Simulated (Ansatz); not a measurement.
# Re12F: the cost of one run

Program: Ansatz 0.2.0. Level of theory: DFT PBE, plane waves, PAW, scalar-relativistic, no spin polarisation. These are calculated values, not measurements.

### 1 The system as given

The cell holds 13 atoms (FRe12): a = 5.520 Å, b = 5.520 Å, c = 17.457 Å, α = 90.00°, β = 90.00°, γ = 60.00°.

As a file:

```
CELL_PARAMETERS angstrom
5.52000 0.00000 0.00000
2.76000 4.78046 0.00000
0.00000 0.00000 17.45740
ATOMIC_POSITIONS crystal
Re 0.00000 0.00000 0.05728
Re 0.50000 0.00000 0.05728
Re 0.00000 0.50000 0.05728
Re 0.50000 0.50000 0.05728
Re 0.83333 0.33333 0.18495
Re 0.33333 0.33333 0.18495
Re 0.83333 0.83333 0.18495
Re 0.33333 0.83333 0.18495
Re 0.00000 0.00000 0.31261
Re 0.50000 0.00000 0.31261
Re 0.00000 0.50000 0.31261
Re 0.50000 0.50000 0.31261
F 0.72556 0.02012 0.40827
```

### 2 End point A

input.yaml reads:

```yaml
crystal:
  lattice:
    - [5.52, 0.0, 0.0]
    - [2.76, 4.78046, 0.0]
    - [0.0, 0.0, 17.4574]
  atoms:
    - { symbol: Re, position: [0.0, 0.0, 0.0572823] }
    - { symbol: Re, position: [0.5, 0.0, 0.0572823] }
    - { symbol: Re, position: [0.0, 0.5, 0.0572823] }
    - { symbol: Re, position: [0.5, 0.5, 0.0572823] }
    - { symbol: Re, position: [-0.1666667, 0.3333333, 0.1849474] }
    - { symbol: Re, position: [0.3333333, 0.3333333, 0.1849474] }
    - { symbol: Re, position: [-0.1666667, 0.8333333, 0.1849474] }
    - { symbol: Re, position: [0.3333333, 0.8333333, 0.1849474] }
    - { symbol: Re, position: [0.0, 0.0, 0.3126124] }
    - { symbol: Re, position: [0.5, 0.0, 0.3126124] }
    - { symbol: Re, position: [0.0, 0.5, 0.3126124] }
    - { symbol: Re, position: [0.5, 0.5, 0.3126124] }
    - { symbol: F, position: [0.7255616, 0.0201164, 0.4082739] }
basis:
  ecutwfc: 420.0
kpoints:
  mp_grid: { grid: [4, 4, 1] }
hamiltonian:
  xc: pbe
scf:
  occupations: { method: gaussian, width: 0.15 }
  lower_state_search: "off"
relax:
  f_tol: 0.03
  max_steps: 60
  adjacent_minimum: "off"
  constraints: [{ sites: [0, 1, 2, 3] }]
```

The run is started by

```console
ansatz run input.yaml --threads 4 --pin off --max-ram 10240MiB --backend cpu --events-out ev --progress --plain --runs-dir out
```

What time and memory should one allow on 4 threads of AMD EPYC 7B13 (Zen 3), shared host?

About 64 s, with a peak of 1.4 GiB.
